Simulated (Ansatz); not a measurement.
# Mg (Magnesium): how the settings move a relaxation

How sensitive is a relaxation of Mg (Magnesium) to its settings? A reference run comes first, then one run with altered input.

Method: reference: DFT, PBEsol, PAW with Ansatz's default frozen-core files, scalar-relativistic; relaxation of cell and atoms, in Ansatz 0.2.0.

### Step 1. Starting point

The structure is hexagonal, space group P6_3/mmc (No. 194). The conventional cell has a = 3.209 Å, b = 3.209 Å, c = 5.210 Å, α = 90.00°, β = 90.00°, γ = 120.00°. Mg (site symmetry -6m2) is surrounded by 12 Mg at 3.20 to 3.21 Å.

As a file:

```
CELL_PARAMETERS angstrom
3.20930 0.00000 0.00000
-1.60465 2.77934 0.00000
0.00000 0.00000 5.21030
ATOMIC_POSITIONS crystal
Mg 0.33333 0.66667 0.25000
Mg 0.66667 0.33333 0.75000
```

### Step 2. The reference run

Contents of input.yaml:

```yaml
crystal:
  lattice:
    - [3.20930000001, 0.0, 0.0]
    - [-1.60465000001, 2.77933532838, 0.0]
    - [0.0, 0.0, 5.2103]
  atoms:
    - { symbol: Mg, position: [0.333333333333, 0.666666666667, 0.25] }
    - { symbol: Mg, position: [0.666666666667, 0.333333333333, 0.75] }
kpoints:
  mp_grid: { grid: [12, 12, 8] }
scf:
  occupations: { method: fermi_dirac, width: 0.1 }
hamiltonian:
  xc: pbesol
  pseudopotentials: { kind: paw }
relax:
  f_tol: 0.002
  max_steps: 80
  cell: {}
output:
  forces: true
  stress: true
```

On the command line:

```
ansatz run input.yaml --threads 1 --pin off --max-ram 3072MiB --backend cpu --events-out ev --progress --plain --runs-dir out
```

### Step 3. Variant: f_tol 0.05, max_displacement 0.3

input.yaml, as its differences from that of step 2:

```diff
@@ -16,5 +16,6 @@
 relax:
-  f_tol: 0.002
+  f_tol: 0.05
   max_steps: 80
   cell: {}
+  max_displacement: 0.3
 output:
@@ -22 +23,5 @@
   stress: true
+  write_density: true
+  write_potential: true
+  elf: true
+  volumetric_format: npy
```

Before running it: what results should come out? Wanted: for each run, ending; energy change; pressure; gap; force.

The runs gave:

```
                                run     ending  energy change  pressure (GPa)  gap (eV)  force (eV/Å)  cycles   time
                          reference  converged              0             0.0      0.00          0.00      19  9.2 s
1: f_tol 0.05, max_displacement 0.3  converged   0.0 meV/atom             0.0      0.00          0.00      19   11 s
```

Times don't compare one to one where runs were asked for different outputs or read a saved state (see the inputs); cycles may leave out searches for a lower state.

What this shows: Energy and cycle count are those of the reference, so the change (convergence setting and walk settings) left the result and the number of cycles as they were.
